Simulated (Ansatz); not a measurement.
# ZnS (F-43m): an equation of state far from equilibrium

The task here is to estimate one member of a computed series from the others.

The COD entry's cell or inner coordinates are ideal or old and differ from later refinements, so a difference from it is no clean test against experiment.

Program: Ansatz 0.2.0. Level of theory: DFT PBE, scalar-relativistic, plane waves, PAW. These are calculated values, not measurements.

### The system as given

It takes space group F-43m (No. 216, cubic). Conventional cell: a = 5.444 Å, b = 5.444 Å, c = 5.444 Å, α = 90.00°, β = 90.00°, γ = 90.00°. Around Zn (site symmetry -43m) lie 4 S at 2.36 Å. S (site symmetry -43m) is surrounded by 4 Zn at 2.36 Å.

Structure file:

```
CELL_PARAMETERS angstrom
0.00000 2.72182 2.72182
2.72182 0.00000 2.72182
2.72182 2.72182 0.00000
ATOMIC_POSITIONS crystal
Zn 0.25000 0.25000 0.25000
S 0.00000 0.00000 0.00000
```

This cell comes from an earlier session at PBE: 20.164 Å³/atom at 0.00 GPa, on a 8×8×8 mesh.

Set-up of the first run:

Input file input.yaml:

```yaml
crystal:
  lattice:
    - [0.0, 2.6850323458, 2.6850323458]
    - [2.6850323458, 0.0, 2.6850323458]
    - [2.6850323458, 2.6850323458, 0.0]
  atoms:
    - { symbol: Zn, position: [0.25, 0.25, 0.25] }
    - { symbol: S, position: [0.0, 0.0, 0.0] }
basis:
  ecutwfc: 420
  ecutrho_ratio: 4
kpoints:
  mp_grid: { grid: [8, 8, 8] }
hamiltonian:
  xc: pbe
scf:
  occupations: { method: gaussian, width: 0.05 }
output:
  forces: true
  stress: true
  eigenvalues: true
```

Launch:

```
> ansatz run input.yaml --threads 1 --pin off --max-ram 2560MiB --backend cpu --events-out ev --progress --plain --runs-dir out
```

Among the steps run: Volume × 0.96; Volume × 1.04; Volume × 0.92; Volume × 0.88; Volume × 0.84; Volume × 0.8.

One table of the session follows, with a row left open; its other results are not shown here.

| volume (Å³/atom) | energy above the lowest (meV/atom) | pressure (GPa) | gap on the mesh (eV) |
| --- | --- | --- | --- |
| 16.131 | 261.5 | 25.4 | 2.87 |
| 16.938 | ? | ? | ? |
| 17.744 | 79.3 | 11.8 | 2.58 |
| 18.551 | 32.5 | 7.0 | 2.38 |
| 19.357 | 7.5 | 3.1 | 2.19 |
| 20.164 | 0.0 | 0.0 | 2.01 |
| 20.971 | 6.5 | -2.5 | 1.85 |

Q: Estimate the row for volume (Å³/atom) = 16.938 from the others.

Worked estimate for «energy above the lowest (meV/atom)». A straight line through the neighbours (16.131, 261.5) and (17.744, 79.3) gives 261.5 + (79.3 − 261.5) × (16.938 − 16.131) / (17.744 − 16.131) = 170.3; a parabola fitted to 3 rows on both sides gives 155.6.

**Answer.** energy above the lowest (meV/atom): 153.4; pressure (GPa): 17.8; gap on the mesh (eV): 2.79. In «energy above the lowest (meV/atom)» the line misses by +16.9 and the parabola by +2.2.

To keep in mind: Other structures may be lower in enthalpy at these pressures.
